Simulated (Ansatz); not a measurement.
# C₃H₉B₂N: up Jacob's ladder to CCSD(T)

The task here is to estimate one member of a computed series from the others.

Program: Ansatz 0.2.0, Gaussian basis. Level of theory: functionals in def2-TZVPP, the program's frozen cores in correlated methods. These are calculated values, not measurements.

Plan: PBE-D4, r2SCAN-D4, PBE0-D4, B3LYP-D4, ωB97X-V, ωB97M-V, B2PLYP; CCSD(T)/def2-TZVPP; MP2/def2-QZVPP; extrapolation to the limit.

### Structure used throughout

The geometry comes from an earlier relaxation with PBE0-D4 in a triple-zeta def2 set; it is a stationary point, not always the lowest conformer.

SMILES `CN1BCBC1`, 15 atoms, charge 0, spin multiplicity 1.

Atoms are counted from 1 here; the program's logs count them from 0.

Bond lengths: C1–N2 1.437 Å, C1–H7 1.090 Å, C1–H8 1.097 Å, C1–H9 1.097 Å, N2–B3 1.395 Å, N2–C6 1.458 Å, B3–C4 1.582 Å, B3–H10 1.199 Å, C4–B5 1.562 Å, C4–H11 1.103 Å, C4–H12 1.096 Å, B5–C6 1.570 Å, B5–H13 1.198 Å, C6–H14 1.102 Å, C6–H15 1.102 Å. Angles: N2–C1–H7 109.8°, N2–C1–H8 111.2°, N2–C1–H9 111.1°, H7–C1–H8 108.6°, H7–C1–H9 108.6°, H8–C1–H9 107.4°, C1–N2–B3 127.9°, C1–N2–C6 117.7°, B3–N2–C6 114.3°, N2–B3–C4 110.1°, N2–B3–H10 120.7°, C4–B3–H10 129.2°, B3–C4–B5 102.1°, B3–C4–H11 111.4°, B3–C4–H12 116.8°, B5–C4–H11 109.0°, B5–C4–H12 114.6°, H11–C4–H12 103.1° and more.

The first run:

Contents of in.yaml:

```yaml
crystal:
  periodic: [false, false, false]
  atoms:
    - {symbol: C, position_ang: [-0.631316, -0.231800, 1.956087]}
    - {symbol: N, position_ang: [-0.116244, -0.114736, 0.619676]}
    - {symbol: B, position_ang: [1.058301, -0.661435, 0.101941]}
    - {symbol: C, position_ang: [1.193955, -0.301831, -1.433044]}
    - {symbol: B, position_ang: [-0.052452, 0.610744, -1.666690]}
    - {symbol: C, position_ang: [-0.890107, 0.664806, -0.339661]}
    - {symbol: H, position_ang: [0.049366, -0.828282, 2.563495]}
    - {symbol: H, position_ang: [-1.616456, -0.713428, 1.961002]}
    - {symbol: H, position_ang: [-0.745127, 0.753455, 2.423920]}
    - {symbol: H, position_ang: [1.788516, -1.311868, 0.795990]}
    - {symbol: H, position_ang: [1.103997, -1.200783, -2.065627]}
    - {symbol: H, position_ang: [2.146227, 0.134746, -1.756501]}
    - {symbol: H, position_ang: [-0.361522, 1.191688, -2.667942]}
    - {symbol: H, position_ang: [-1.042897, 1.698736, 0.009737]}
    - {symbol: H, position_ang: [-1.906342, 0.259188, -0.473084]}
basis:
  gaussian: {orbitals: def2-TZVPP}
hamiltonian: {xc: pbe, dispersion: d4}
output: {forces: true, orbitals: {seedname: orbitals}}
```

The run is started by

```console
$ ansatz run in.yaml --threads 4 --pin off --events-out ev --progress --plain --max-ram 10444MiB
```

Steps of the session up to this table: PBE-D4 (GGA); r2SCAN-D4 (meta-GGA); PBE0-D4 (hybrid); B3LYP-D4 (hybrid); ωB97X-V (range-separated); ωB97M-V (range-separated); B2PLYP (double hybrid); CCSD(T) in def2-TZVPP; MP2 in def2-QZVPP.

One of the session's tables, all rows but one given; the rest of the session is left out.

```
            method  atoms, summed (eV)  atomisation energy (eV)
            PBE-D4                   ?                        ?
         r2SCAN-D4           -6036.917                   62.649
           PBE0-D4           -6032.923                   63.007
          B3LYP-D4           -6041.734                   62.605
           ωB97X-V           -6039.242                   62.544
           ωB97M-V           -6037.609                   62.672
            B2PLYP           -6035.725                   61.869
     HF/def2-TZVPP           -6014.890                   47.029
    MP2/def2-TZVPP           -6025.236                   61.619
   CCSD/def2-TZVPP           -6028.469                   59.859
CCSD(T)/def2-TZVPP           -6028.768                   60.665
           MP2/CBS           -6026.975                   62.998
       CCSD(T)/CBS           -6030.507                   62.044
```

**Question.** Estimate the row for PBE-D4.

As computed: atoms, summed (eV): -6031.043; atomisation energy (eV): 63.801. In the column «atoms, summed (eV)» it lies between PBE0-D4 (-6032.923) and CCSD(T)/CBS (-6030.507).

Among the levels timed on like hardware and quicker than the yardstick, those that no quicker one beats, quickest first: PBE0-D4 (3.9 s, +0.964 eV); r2SCAN-D4 (7 s, +0.605 eV); B3LYP-D4 (7.5 s, +0.562 eV); B2PLYP (8.5 s, -0.174 eV).

B2PLYP carry no dispersion term (for B3LYP, D4 adds 0.507 eV).

To keep in mind: Free atoms (3 C, 1 N, 2 B, 9 H) were run apart at each level; the atomisation energy is their sum less the molecule, without zero-point or spin-orbit terms.
